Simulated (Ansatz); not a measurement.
**WNH₃ (quintet): wave-function methods side by side, def2-SVP**

An exercise on one series of results from a longer session: the logs are not shown, and one member is left open.

Computed with Ansatz 0.2.0, Gaussian basis. Level: def2-SVP, core rule «outside noble gas», up to 5 orbitals frozen.

Plan: UHF; CCSD(T) on ROHF; CCSD(T) on UHF; CISD; CCSDT(Q) on ROHF; CCSDT(Q) on UHF.

7 further runs of the same task are left out: 2 for a known fault of the program, 5 set aside as unsound or not needed.

## What is computed

The geometry is a PBE0/def2-TZVP stationary point (not a proven minimum). No spin-orbit coupling is included. Elements past krypton take def2 core potentials.

5 atoms, charge 0, spin multiplicity 5.

Atoms are counted from 1 here; the program's logs count them from 0.

Bond lengths: W1–N2 2.157 Å, N2–H3 1.020 Å, N2–H4 1.020 Å, N2–H5 1.020 Å. Angles: W1–N2–H3 110.6°, W1–N2–H4 110.6°, W1–N2–H5 110.6°, H3–N2–H4 108.3°, H3–N2–H5 108.3°, H4–N2–H5 108.3°.

As a file:

```xyz
5
charge 0, multiplicity 5
W    -0.18826    0.00137    0.00117
N     1.96844   -0.01434   -0.01226
H     2.32075   -0.97189   -0.00937
H     2.33632    0.46492    0.80993
H     2.32595    0.45610   -0.84407
```

Set-up of the first run:

Input file in.yaml:

```yaml
crystal:
  periodic: [false, false, false]
  atoms:
    - {symbol: W, position_ang: [-0.188260, 0.001371, 0.001173]}
    - {symbol: N, position_ang: [1.968439, -0.014340, -0.012263]}
    - {symbol: H, position_ang: [2.320747, -0.971889, -0.009369]}
    - {symbol: H, position_ang: [2.336318, 0.464917, 0.809934]}
    - {symbol: H, position_ang: [2.325949, 0.456103, -0.844069]}
basis:
  gaussian: {orbitals: def2-SVP}
magnetization: {spin_polarized: true, initial_magnetization: 4}
hamiltonian: {xc: hf}
output: {orbitals: {seedname: orbitals}}
```

On the command line:

```
$ ansatz run in.yaml --threads 1 --pin off --events-out ev --progress --plain --max-ram 2816MiB --backend cpu
```

Among the steps run: UHF; CCSD(T) on ROHF; CCSD(T) on UHF; CISD; CCSDT(Q) on ROHF; CCSDT(Q) on UHF.

One table of the session follows, with a row left open; its other results are not shown here.

```
   method  from RCCSDT(Q) (meV)
     ROHF               +8626.4
      UHF               +8228.2
     RMP2               +1026.4
     UMP2                +960.5
    RCCSD                +285.4
    UCCSD                     ?
 RCCSD(T)                 +50.0
 UCCSD(T)                 -31.7
   RCCSDT                 +18.1
   UCCSDT                 -62.7
RCCSDT(Q)                     0
UCCSDT(Q)                 -80.3
```

Q: Estimate the row for UCCSD from the others.

The run gave: from RCCSDT(Q) (meV): +188.2. In the column «from RCCSDT(Q) (meV)» it lies between RCCSD(T) (+50.0) and RCCSD (+285.4).

Not comparable, so not listed: CISD (they don't share determinant, frozen orbitals or solution with the rows shown, or repeat one).

Caveats from the session: Restricted and unrestricted rows rest on different reference determinants; where their highest levels disagree by more than a few hundredths of an eV, they describe different states and don't form one ladder.
